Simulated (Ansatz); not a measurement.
Run this with the Python package of Ansatz (0.2.0) and show what comes out.

Script `run_kconv.py`:
```python
'''Convergence of Ge with the k-point mesh.'''

import ansatz as az

params = {
    'occupations': 'Fermi-Dirac',
    'smearing_width': 0.15,
    'xc': 'pbesol',
}


def main() -> None:
    structure = (
        az.Lattice.from_parameters(4.991796, 5.301726, 2.873894, alpha=90, beta=90, gamma=90)
        .space_group(74, hermann_mauguin='Imma')
        .atom('Ge', [0.0, 0.75, 0.935943])
        .primitive()
    )

    setup = (
        structure.calculation()
        .occupations(params['occupations'], width=params['smearing_width'])
        .functional(params['xc'])
    )

    rows = []
    for value in [0.8, 0.6, 0.5, 0.4, 0.33]:
        summary = setup.kpoints(spacing=value).run(threads=1).report
        rows.append((value, summary['free_energy_ev'] / len(summary['lattice']['sites']), summary['n_iterations'], summary['n_kpoints']))

    print('spacing (1/A)   F/atom (eV)    iterations      k-points')
    for row in rows:
        print(f'{str(row[0]):>12s}  {row[1]:12.5f}  {row[2]:12d}  {row[3]:12d}')

    # differences from the last row
    for row in rows[:-1]:
        shift = 1000 * (row[1] - rows[-1][1])
        print(f'{row[0]}: {shift:+.2f} meV/atom' + ('  (within 2 meV)' if abs(shift) < 2 else ''))


if __name__ == '__main__':
    main()
```

```console
$ python run_kconv.py
DeckWarning: basis.ecutwfc = 420 eV, auto-derived from the records' recommended cutoffs: set by Ge (normal level)
spacing (1/A)   F/atom (eV)    iterations      k-points
         0.8   -4253.28611             6            18
         0.6   -4253.31800             6            27
         0.5   -4253.33552             6            46
         0.4   -4253.35042             6            64
        0.33   -4253.33655             6            95
0.8: +50.44 meV/atom
0.6: +18.54 meV/atom
0.5: +1.03 meV/atom  (within 2 meV)
0.4: -13.88 meV/atom
```
(Warnings from the package without file and line.)

Notes:
- A Fermi-Dirac width this large means warm electrons, whose thermal share enters the free energy.
- A row within the bound is followed by one outside it, so the series isn't shown to be converged.
- This isn't the structure that Ge takes at ambient conditions.
- Shifts are counted from the finest mesh, which is itself no proven limit.
- It ran for 14 s on 1 thread of Arm Neoverse N1, on a shared host, peak memory 0.37 GiB.
